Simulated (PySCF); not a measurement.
**Se2⁺ at other levels of theory**

Starting from one script, swap the method and compare what comes out for Se2⁺.

The runs use PySCF 2.14.0; each script names its method and basis.

3 further runs of the same task are left out: 3 that didn't finish.

## 1. Starting geometry

Se2⁺: 2 atoms, charge 1, spin multiplicity 2.

Bond lengths: Se1–Se2 2.330 Å.

## 2. The base run

Contents of input.py:

```python
from pyscf import gto, scf

mol = gto.M(
    atom='Se 0 0 0; Se 0 0 2.33',
    basis='cc-pvdz',
    charge=1,
    spin=1,
    verbose=4,
)
mf = scf.ROHF(mol)
mf.kernel()
mf.nuc_grad_method().kernel()
mf.dip_moment()
print('orbital energies (hartree):', mf.mo_energy[..., max(0, mol.nelec[1]-3):mol.nelec[0]+3].round(4))
```

On the command line:

```console
$ OMP_NUM_THREADS=1 python input.py
```

The log of this run is left out.

In short: E(SCF) = -4799.269485 Eh, 8 cycles, gradient on the second atom 0.1148 Eh/bohr.

The bond length is a typed value, not an optimised one. The dipole of an ion depends on the origin.

## 3. Geometry optimisation

Edit 1 changes step after the SCF: gradient → optimize.

Contents of input.py:

```python
from pyscf import gto, scf
from pyscf.geomopt.geometric_solver import optimize

mol = gto.M(
    atom='Se 0 0 0; Se 0 0 2.33',
    basis='cc-pvdz',
    charge=1,
    spin=1,
    verbose=4,
)
mf = scf.ROHF(mol)
mf.kernel()
mol_eq = optimize(mf, maxsteps=30)
print('optimised geometry (angstrom)')
print(mol_eq.tostring('raw'))
print('orbital energies (hartree):', mf.mo_energy[..., max(0, mol.nelec[1]-3):mol.nelec[0]+3].round(4))
```

On the command line:

```console
$ OMP_NUM_THREADS=1 python input.py
```

## 4. Hf,lyp (ROKS)

Edit 2 changes functional: none (Hartree–Fock) → hf,lyp; SCF type: ROHF → ROKS; step after the SCF: gradient → analyze.

Contents of input.py:

```python
from pyscf import gto, dft

mol = gto.M(
    atom='Se 0 0 0; Se 0 0 2.33',
    basis='cc-pvdz',
    charge=1,
    spin=1,
    verbose=4,
)
mf = dft.ROKS(mol, xc='hf,lyp')
mf.kernel()
mf.analyze()
print('orbital energies (hartree):', mf.mo_energy[..., max(0, mol.nelec[1]-3):mol.nelec[0]+3].round(4))
```

## 5. Population analysis

Edit 3 changes step after the SCF: gradient → analyze.

Edit input.py of step 2 so:

```diff
@@ -11,4 +11,3 @@
 mf.kernel()
-mf.nuc_grad_method().kernel()
-mf.dip_moment()
+mf.analyze()
 print('orbital energies (hartree):', mf.mo_energy[..., max(0, mol.nelec[1]-3):mol.nelec[0]+3].round(4))
```

Before running it: what results should come out? Wanted: for each run, E(SCF); from base; after the SCF.

The runs gave:

```csv
run,E(SCF) (hartree),from base (eV),cycles,after the SCF
base,-4799.269485,0,8,n/a
geometry optimisation,-4799.269485,0.0000,8,"bond 2.055 Å, -0.995 eV"
"hf,lyp (ROKS)",-4802.529208,not comparable,8,n/a
population analysis,-4799.269485,0.0000,8,n/a
```

SCF columns refer to the geometry typed in the script.

What this shows: Total energies of different functionals can't be compared with each other; differences within one functional can. The dearest run is “geometry optimisation”, at 28 s against 5.2 s.
